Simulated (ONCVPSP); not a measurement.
# An ONCV potential for Zr, from input to tests

Aim: build the potential from the settings below, then test how well it stands in for the atom: other configurations, scattering, ghost states and the plane-wave cutoff that it needs.

The numbers are computed with ONCVPSP 4.0.1.1 (patched build) (PBE, scalar-relativistic, spin-unpolarised reference atom).

## 1. Starting point

Typed settings, in words:

* element: zirconium (Zr, Z = 40)
* type: optimised norm-conserving Vanderbilt (ONCV)
* frozen core: [Ar] 3d10
* valence charge: 12
* reference configuration: 4s2 4p6 4d2 5s2
* partial waves: 4s+5s: rc 1.85 bohr, ncon 4, nbas 8, qcut 7.8 1/bohr, 2 projectors; 4p: rc 1.30 bohr, ncon 4, nbas 7, qcut 5.5 1/bohr, 2 projectors, debl 4 Ha; 4d: rc 1.75 bohr, ncon 4, nbas 8, qcut 5.1 1/bohr, 1 projector
* local potential: polynomial inside 1.20 bohr (lpopt 5, dvloc0 1 Ha)
* core correction: not asked for

The outer shells as boxes (Hund's rule for the drawing; the calculation is spin-unpolarised):

```
[Ar] core
3d [↑↓][↑↓][↑↓][↑↓][↑↓]
4s [↑↓]
4p [↑↓][↑↓][↑↓]
4d [↑ ][↑ ][  ][  ][  ]
5s [↑↓]
```

## 2. Generating the potential

Contents of Zr.dat:

```
# ATOM AND REFERENCE CONFIGURATION
# atsym  z   nc   nv     iexc    psfile
  Zr 40.00    6    4        4      upf
#
#   n    l    f
    1    0    2.00
    2    0    2.00
    2    1    6.00
    3    0    2.00
    3    1    6.00
    3    2   10.00
    4    0    2.00
    4    1    6.00
    4    2    2.00
    5    0    2.00
#
# PSEUDOPOTENTIAL AND OPTIMIZATION
# lmax
    2
#
#   l,   rc,      ep,       ncon, nbas, qcut
    0    1.85    0.00    4    8    7.80
    1    1.30    0.00    4    7    5.50
    2    1.75    0.00    4    8    5.10
#
# LOCAL POTENTIAL
# lloc, lpopt,  rc(5),   dvloc0
    4    5    1.20    1.00
#
# VANDERBILT-KLEINMAN-BYLANDER PROJECTORs
# l, nproj, debl
    0    2    3.10
    1    2    4.00
    2    1    4.00
#
# MODEL CORE CHARGE
# icmod, fcfact, rcfact
    0    0.00    0.00
#
# LOG DERIVATIVE ANALYSIS
# epsh1, epsh2, depsh
   -4.00    5.00    0.02
#
# OUTPUT GRID
# rlmax, drl
    6.00    0.01
#
# TEST CONFIGURATIONS
# ncnf
    4
# nvcnf
#   n    l    f
    4
    4    0    2.00
    4    1    6.00
    4    2    2.00
    5    0    1.00
#
    4
    4    0    2.00
    4    1    6.00
    4    2    2.00
    5    0    0.00
#
    4
    4    0    2.00
    4    1    6.00
    4    2    1.00
    5    0    0.00
#
    4
    4    0    2.00
    4    1    6.00
    4    2    2.50
    5    0    1.50
#
```

On the command line:

```sh
$ oncvpsp.x < Zr.dat > Zr.out
```

What does the calculation give? Wanted: cutoffs for 1 and 0.1 mHa per electron, occupied waves; bound ghosts; GHOST(+) flags; largest test error; largest phase difference near zero energy, channels read.

As calculated:

| quantity | value |
| --- | --- |
| cutoffs for 1 and 0.1 mHa per electron, occupied waves | 66 Ha and 84 Ha |
| bound ghosts | none found |
| GHOST(+) flags | s at 182 eV |
| largest test error (AE − PS) | -4.2 meV, for 4s2 4p6 4d2 5s0 |
| largest phase difference near zero energy, channels read | 0.000 rad |

In words: By total energies transferability is very good: the largest error is 4.2 meV on 20.1 eV, for 4s2 4p6 4d2 5s0. By its cutoff, 66 Ha for the looser tolerance, it is very hard. At the looser tolerance the 4p wave is the slowest; 4s needs 18 Ha. It is free of bound ghosts as far as tested. Near zero energy the phases of the channels with partial waves agree within 0.001 rad. The program also flags highly localised states, GHOST(+) (s).
